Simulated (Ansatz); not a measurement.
# GeH2O: the cost of one run

Method: cc-pVTZ, core rule «outside noble gas», up to 15 orbitals frozen; program: Ansatz 0.2.0, Gaussian basis.

Plan: UHF; CCSD(T) on ROHF; CCSD(T) on UHF; BCCD(T) on ROHF; CCSDT(Q) on ROHF; CCSDT(Q) on UHF; CASSCF and MRCISD+Q, 11 electrons in 10 orbitals; CASSCF and NEVPT2, 11 electrons in 10 orbitals.

5 further runs of the same task are left out: 2 for a known fault of the program, 3 set aside as unsound or not needed.

## 1. The geometry

The geometry is a PBE0/def2-TZVP stationary point (not a proven minimum) of the parent state, kept for this charge and spin. No spin-orbit coupling is included. The filled d shell of Ge may be among the frozen orbitals whatever the setting's name suggests; the logs give the count.

4 atoms, charge 1, spin multiplicity 2.

Atoms are counted from 1 here; the program's logs count them from 0.

Bond lengths: Ge1–O2 1.632 Å, Ge1–H3 1.542 Å, Ge1–H4 1.542 Å. Angles: O2–Ge1–H3 123.4°, O2–Ge1–H4 123.4°, H3–Ge1–H4 113.2°.

## 2. UHF

File in.yaml:

```yaml
crystal:
  periodic: [false, false, false]
  atoms:
    - {symbol: Ge, position_ang: [0.000000, 0.000000, 0.269193]}
    - {symbol: O, position_ang: [0.000000, 0.000000, -1.363087]}
    - {symbol: H, position_ang: [0.000000, 1.286605, 1.118308]}
    - {symbol: H, position_ang: [0.000000, -1.286605, 1.118308]}
basis:
  gaussian: {orbitals: cc-pVTZ}
total_charge: 1
magnetization: {spin_polarized: true, initial_magnetization: 1}
hamiltonian: {xc: hf}
output: {orbitals: {seedname: orbitals}}
```

On the command line:

```console
ansatz run in.yaml --threads 1 --pin off --events-out ev --progress --plain --max-ram 3968MiB --backend cpu
```

**Question.** How long does this run take on 1 thread of AMD EPYC 7R13, shared host, and how much memory does it need?

About 8 s, with a peak of 0.3 GiB.
